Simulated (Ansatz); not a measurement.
# Cl₂H₄N₂Si: how energies converge with the basis set

The task here is to estimate one member of a computed series from the others.

Program: Ansatz 0.2.0, Gaussian basis. Level of theory: one geometry, several basis sets. These are calculated values, not measurements.

The runs, in order: PBE0-D4/def2-SVP; ωB97M-V/def2-SVP; PBE0-D4/def2-QZVPP; ωB97M-V/def2-QZVPP; the functionals' def2-TZVPP values are taken from earlier runs.

## The geometry

The geometry comes from an earlier relaxation with PBE0-D4 in a triple-zeta def2 set; it is a stationary point, not always the lowest conformer.

9 atoms, charge 0, spin multiplicity 1.

Atoms are counted from 1 here; the program's logs count them from 0.

Bond lengths: N1–Si2 1.689 Å, N1–H6 1.007 Å, N1–H7 1.006 Å, Si2–N3 1.689 Å, Si2–Cl4 2.056 Å, Si2–Cl5 2.056 Å, N3–H8 1.006 Å, N3–H9 1.007 Å. Angles: Si2–N1–H6 120.0°, Si2–N1–H7 120.6°, H6–N1–H7 112.5°, N1–Si2–N3 109.0°, N1–Si2–Cl4 116.6°, N1–Si2–Cl5 104.7°, N3–Si2–Cl4 104.7°, N3–Si2–Cl5 116.6°, Cl4–Si2–Cl5 105.6°, Si2–N3–H8 120.6°, Si2–N3–H9 120.0°, H8–N3–H9 112.5°.

The first run:

Input file in.yaml:

```yaml
crystal:
  periodic: [false, false, false]
  atoms:
    - {symbol: N, position_ang: [0.003289, 1.371336, -0.521466]}
    - {symbol: Si, position_ang: [-0.064353, -0.306402, -0.338012]}
    - {symbol: N, position_ang: [0.186371, -0.691654, 1.287340]}
    - {symbol: Cl, position_ang: [-1.844165, -1.215706, -0.820861]}
    - {symbol: Cl, position_ang: [1.312172, -1.033870, -1.680998]}
    - {symbol: H, position_ang: [-0.582563, 1.963608, 0.044631]}
    - {symbol: H, position_ang: [0.215450, 1.780145, -1.416098]}
    - {symbol: H, position_ang: [-0.140628, -1.566288, 1.662287]}
    - {symbol: H, position_ang: [1.002926, -0.347369, 1.766076]}
basis:
  gaussian: {orbitals: def2-SVP}
hamiltonian: {xc: pbe0, dispersion: d4}
output: {orbitals: {seedname: orbitals}}
```

Run with:

```console
$ ansatz run in.yaml --threads 4 --pin off --events-out ev --progress --plain --max-ram 10444MiB
```

Among the steps run: PBE0-D4 in def2-SVP; ωB97M-V in def2-SVP; PBE0-D4 in def2-QZVPP; ωB97M-V in def2-QZVPP.

One of the session's tables, all rows but one given; the rest of the session is left out.

It belongs to the step «Functionals by basis». 

| functional | basis | HOMO (eV) | LUMO (eV) |
| --- | --- | --- | --- |
| PBE0-D4 | def2-SVP | -7.77 | 1.36 |
| PBE0-D4 | def2-TZVPP | -7.99 | 0.65 |
| PBE0-D4 | def2-QZVPP | -8.05 | 0.24 |
| ωB97M-V | def2-SVP | -10.08 | 3.04 |
| ωB97M-V | def2-TZVPP | ? | ? |
| ωB97M-V | def2-QZVPP | -10.40 | 1.46 |

Q: Estimate the row for ωB97M-V, def2-TZVPP from the others.

As computed: HOMO (eV): -10.33; LUMO (eV): 2.10. In the column «HOMO (eV)» it lies between ωB97M-V, def2-QZVPP (-10.40) and ωB97M-V, def2-SVP (-10.08).
